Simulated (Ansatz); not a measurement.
**C₂H₅ClSSi: up Jacob's ladder to CCSD(T)**

Aim: compute C₂H₅ClSSi with functionals from several rungs and with coupled cluster, and see how far each lands from CCSD(T) at the basis-set limit for the atomisation energy.

Computed with Ansatz 0.2.0, Gaussian basis. Level: functionals in def2-TZVPP, the program's frozen cores in correlated methods.

Plan: PBE-D4, r2SCAN-D4, PBE0-D4, B3LYP-D4, ωB97X-V, ωB97M-V, B2PLYP; CCSD(T)/def2-TZVPP; MP2/def2-QZVPP; extrapolation to the limit.

**1. The relaxed structure**

The geometry comes from an earlier relaxation with PBE0-D4 in a triple-zeta def2 set; it is a stationary point, not always the lowest conformer.

SMILES `C=C(Cl)[SiH2]S`, 10 atoms, charge 0, spin multiplicity 1.

Atoms are counted from 1 here; the program's logs count them from 0.

Bond lengths: C1–C2 1.327 Å, C1–H6 1.085 Å, C1–H7 1.085 Å, C2–Cl3 1.736 Å, C2–Si4 1.868 Å, Si4–S5 2.130 Å, Si4–H8 1.485 Å, Si4–H9 1.481 Å, S5–H10 1.344 Å. Angles: C2–C1–H6 122.6°, C2–C1–H7 119.6°, H6–C1–H7 117.8°, C1–C2–Cl3 120.6°, C1–C2–Si4 123.6°, Cl3–C2–Si4 115.8°, C2–Si4–S5 112.5°, C2–Si4–H8 106.3°, C2–Si4–H9 110.3°, S5–Si4–H8 111.9°, S5–Si4–H9 104.6°, H8–Si4–H9 111.4°, Si4–S5–H10 94.4°.

**2. PBE-D4 (GGA)**

File in.yaml:

```yaml
crystal:
  periodic: [false, false, false]
  atoms:
    - {symbol: C, position_ang: [-1.588869, 0.711309, 0.316384]}
    - {symbol: C, position_ang: [-0.365816, 0.755386, -0.197800]}
    - {symbol: Cl, position_ang: [0.385063, 2.277819, -0.559291]}
    - {symbol: Si, position_ang: [0.651047, -0.764986, -0.578764]}
    - {symbol: S, position_ang: [2.478984, -0.815839, 0.513205]}
    - {symbol: H, position_ang: [-2.166784, 1.604628, 0.527332]}
    - {symbol: H, position_ang: [-2.042545, -0.248906, 0.536878]}
    - {symbol: H, position_ang: [-0.212247, -1.932992, -0.268446]}
    - {symbol: H, position_ang: [1.065622, -0.761810, -2.000789]}
    - {symbol: H, position_ang: [1.878645, -0.875708, 1.714291]}
basis:
  gaussian: {orbitals: def2-TZVPP}
hamiltonian: {xc: pbe, dispersion: d4}
output: {forces: true, orbitals: {seedname: orbitals}}
```

Command:

```
> ansatz run in.yaml --threads 4 --pin off --events-out ev --progress --plain --max-ram 10444MiB
```

Further steps of the session: r2SCAN-D4 (meta-GGA); PBE0-D4 (hybrid); B3LYP-D4 (hybrid); ωB97X-V (range-separated); ωB97M-V (range-separated); B2PLYP (double hybrid); CCSD(T) in def2-TZVPP; MP2 in def2-QZVPP.

**Question.** What will the summary of the whole plan be? Wanted: atomisation energy, CCSD(T)/CBS; farthest; mean size of error, hybrid; mean size of error, range-separated; gap, smallest and largest; T1 diagnostic; triples share of the correlation energy.

**Answer**, as computed:

| quantity | value |
| --- | --- |
| atomisation energy, CCSD(T)/CBS | 837.8 kcal/mol |
| functionals within 4.2 kcal/mol (0.5 %) | PBE0-D4, B3LYP-D4, ωB97X-V |
| farthest | PBE-D4 (+16.9 kcal/mol) |
| mean size of error, hybrid | 3.2 kcal/mol |
| mean size of error, range-separated | 3.9 kcal/mol |
| gap, smallest and largest | 4.44 eV (PBE-D4), 11.15 eV (ωB97X-V) |
| T1 diagnostic | 0.0114 |
| triples share of the correlation energy | 4.5 % |

**Reading.** PBE-D4 is off by +16.9 kcal/mol. Double hybrids carry the basis error of their MP2 part in triple zeta, and no dispersion term here, so their miss is partly the set-up's. Misses under about 4.2 kcal/mol are within the doubt on the reference itself, which lacks core-valence correlation, relativity and higher excitations. Hartree-Fock recovers 73 % of the binding; the rest is correlation. The gap grows from 4.4 to 11.1 eV across the functionals, mostly with the share of exact exchange.
